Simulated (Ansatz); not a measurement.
This script for Ansatz's Python interface starts 3 runs on ClH5N3Nb, SMILES [NH]=[Nb]([NH2])([NH2])[Cl]. What input does the engine get in each?

The script, `run_spin.py`:
```python
# -*- coding: utf-8 -*-
"""Vertical spin-state energies of ClH5N3Nb."""

import ansatz as az

molecule = (
    az.Crystal.molecule()
    .atom("N", (-1.3394, 0.7221, -1.561))
    .atom("Nb", (-0.0797, -0.2575, -0.6491))
    .atom("N", (-0.9854, -1.1492, 1.0423))
    .atom("N", (1.5781, 1.0242, -0.0417))
    .atom("Cl", (0.7843, -1.9691, -2.1156))
    .atom("H", (-1.8622, 1.5622, -1.0972))
    .atom("H", (-1.167, -0.3717, 1.715))
    .atom("H", (-0.1635, -1.6935, 1.5118))
    .atom("H", (1.1132, 1.6724, 0.7271))
    .atom("H", (2.2046, 0.409, 0.4712))
)

setup = (
    molecule.calculation()
    .basis(gaussian="def2-SVP")
    .functional("r2scan0")
)
found = {}
for unpaired in [0, 2, 4]:
    rep = setup.spin("collinear", total=unpaired).run(threads=1).report
    s = unpaired / 2
    found[unpaired] = rep["free_energy_ev"]
    print(f"2S+1 = {unpaired + 1}: E = {found[unpaired]:.5f} eV, <S^2> = {abs(rep['mean_field']['state']['spin_squared']):.3f} (pure state {s * (s + 1):.2f})")
lowest = min(found, key=found.get)
for unpaired, e in found.items():
    print(f"multiplicity {unpaired + 1}: {23.060548 * (e - found[lowest]):.1f} kcal/mol above the lowest")
```

Run 1:
```yaml
crystal:
  periodic: [false, false, false]
  atoms:
    - { symbol: "N", position_ang: [-1.3394, 0.7221, -1.561] }
    - { symbol: Nb, position_ang: [-0.0797, -0.2575, -0.6491] }
    - { symbol: "N", position_ang: [-0.9854, -1.1492, 1.0423] }
    - { symbol: "N", position_ang: [1.5781, 1.0242, -0.0417] }
    - { symbol: Cl, position_ang: [0.7843, -1.9691, -2.1156] }
    - { symbol: H, position_ang: [-1.8622, 1.5622, -1.0972] }
    - { symbol: H, position_ang: [-1.167, -0.3717, 1.715] }
    - { symbol: H, position_ang: [-0.1635, -1.6935, 1.5118] }
    - { symbol: H, position_ang: [1.1132, 1.6724, 0.7271] }
    - { symbol: H, position_ang: [2.2046, 0.409, 0.4712] }
basis:
  gaussian:
    orbitals: def2-SVP
hamiltonian:
  xc: r2scan0
magnetization:
  spin_polarized: true
  initial_magnetization: 0.0
```

Run 2, against run 1:
```diff
-  initial_magnetization: 0.0
+  initial_magnetization: 2.0
```

Run 3, against run 1:
```diff
-  initial_magnetization: 0.0
+  initial_magnetization: 4.0
```

```console
$ python run_spin.py
2S+1 = 1: E = -18614.85987 eV, <S^2> = 0.000 (pure state 0.00)
2S+1 = 3: E = -18612.24683 eV, <S^2> = 2.011 (pure state 2.00)
2S+1 = 5: E = -18608.72828 eV, <S^2> = 6.030 (pure state 6.00)
multiplicity 1: 0.0 kcal/mol above the lowest
multiplicity 3: 60.3 kcal/mol above the lowest
multiplicity 5: 141.4 kcal/mol above the lowest
```

In order: multiplicity 1 (+0.00 eV), multiplicity 3 (+2.61 eV) and multiplicity 5 (+6.13 eV), all at the one geometry.

Total energies depend on the basis set; only differences at equal settings carry meaning. The geometry is a force-field or estimated start, not a minimum of this method, and the basis set is short of its limit. All parts are taken at fixed geometry, without zero-point energy. def2 sets replace the cores of elements past krypton by effective core potentials. Spin-orbit coupling, which mixes and shifts the spin states of heavy atoms, is left out. It ran for 3 min on 1 thread of Arm Neoverse V1, on a shared host, peak memory 0.55 GiB.
